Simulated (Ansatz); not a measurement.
# ClFGeH2: the cost of one run

Program: Ansatz 0.2.0. Level of theory: RKS PBE0-D4/def2-SVP. These are calculated values, not measurements.

## (1) The starting structure

Bond lengths: Ge1–H2 1.550 Å, Ge1–H3 1.550 Å, Ge1–F4 1.679 Å, Ge1–Cl5 2.218 Å. Angles: H2–Ge1–H3 109.5°, H2–Ge1–F4 109.5°, H2–Ge1–Cl5 109.5°, H3–Ge1–F4 109.5°, H3–Ge1–Cl5 109.5°, F4–Ge1–Cl5 109.5°.

As a file:

```xyz
5

Ge    0.0000    0.0000    0.0000
H     0.0000    0.0000    1.5500
H     1.4616    0.0000   -0.5162
F    -0.7913    1.3709   -0.5594
Cl   -1.0456   -1.8115   -0.7393
```

## (2) Relaxing the start

input.yaml reads:

```yaml
crystal:
  periodic: [false, false, false]
  atoms:
    - { symbol: Ge, position_ang: [0.0, 0.0, 0.0] }
    - { symbol: H, position_ang: [0.0, 0.0, 1.55] }
    - { symbol: H, position_ang: [1.4616, 0.0, -0.5162] }
    - { symbol: F, position_ang: [-0.7913, 1.3709, -0.5594] }
    - { symbol: Cl, position_ang: [-1.0456, -1.8115, -0.7393] }
basis:
  gaussian: { orbitals: def2-SVP }
hamiltonian:
  xc: pbe0
  dispersion: d4
relax:
  f_tol: 0.02
  max_steps: 40
output:
  orbitals: {}
```

Command:

```console
ansatz run input.yaml --threads 1 --pin off --max-ram 2048MiB --backend cpu --events-out ev --progress --plain --runs-dir out
```

Q: Estimate wall time and peak memory on 1 thread of Arm Neoverse V2, shared host.

About 16 s, with a peak of 0.15 GiB.
